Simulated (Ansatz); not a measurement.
# HfNiS4: the cost of one run

Program: Ansatz 0.2.0. Level of theory: DFT PBE, scalar-relativistic, plane waves, PAW. These are calculated values, not measurements.

## (1) The structure to begin with

The structure is cubic, space group F-43m (No. 216). The conventional cell has a = 7.702 Å, b = 7.702 Å, c = 7.702 Å, α = 90.00°, β = 90.00°, γ = 90.00°. Hf (site symmetry -43m) has 12 S at 3.19 Å and 4 Ni at 3.33 Å as nearest neighbours. Around Ni (site symmetry -43m) lie 12 S at 3.19 Å and 4 Hf at 3.33 Å. S (site symmetry 3m) has 6 S at 2.71 to 2.74 Å and 3 Ni at 3.19 Å and 3 Hf at 3.19 Å as nearest neighbours.

Structure file:

```xyz
6
Lattice="0.0000 3.8508 3.8508 3.8508 0.0000 3.8508 3.8508 3.8508 0.0000" Properties=species:S:1:pos:R:3 pbc="T T T"
Hf    0.0000    0.0000    0.0000
Ni    1.9254    1.9254    1.9254
S     2.8924    4.8092    2.8924
S     2.8924    2.8924    4.8092
S     4.8092    4.8092    4.8092
S     4.8092    2.8924    2.8924
```

Recipe of the guess: species swapped into a database cell of CeInPt4 (F-43m, No. 216), with Hf on the Ce sites, Ni on the In sites and S on the Pt sites. The dimensions are guesses.

## (2) The guess as it stands, on a coarse mesh

The input, input.yaml:

```yaml
crystal:
  lattice:
    - [0.0, 3.85077242, 3.85077242]
    - [3.85077242, 0.0, 3.85077242]
    - [3.85077242, 3.85077242, 0.0]
  atoms:
    - { symbol: Hf, position: [0.0, 0.0, 0.0] }
    - { symbol: Ni, position: [0.25, 0.25, 0.25], spin: 2.0 }
    - { symbol: S, position: [0.62443975, 0.12668075, 0.62443975] }
    - { symbol: S, position: [0.62443975, 0.62443975, 0.12668075] }
    - { symbol: S, position: [0.62443975, 0.62443975, 0.62443975] }
    - { symbol: S, position: [0.12668075, 0.62443975, 0.62443975] }
basis:
  ecutwfc: 420
kpoints:
  mp_grid: { grid: [4, 4, 4] }
hamiltonian:
  xc: pbe
scf:
  occupations: { method: gaussian, width: 0.1 }
  lower_state_search: "off"
output:
  forces: true
  stress: true
  eigenvalues: true
  populations: true
magnetization:
  spin_polarized: true
```

The run is started by

```console
ansatz run input.yaml --threads 1 --pin off --max-ram 2560MiB --backend cpu --events-out ev --progress --plain --runs-dir out
```

What time and memory should one allow on 1 thread of Arm Neoverse V1, shared host?

About 26 s, with a peak of 0.4 GiB.
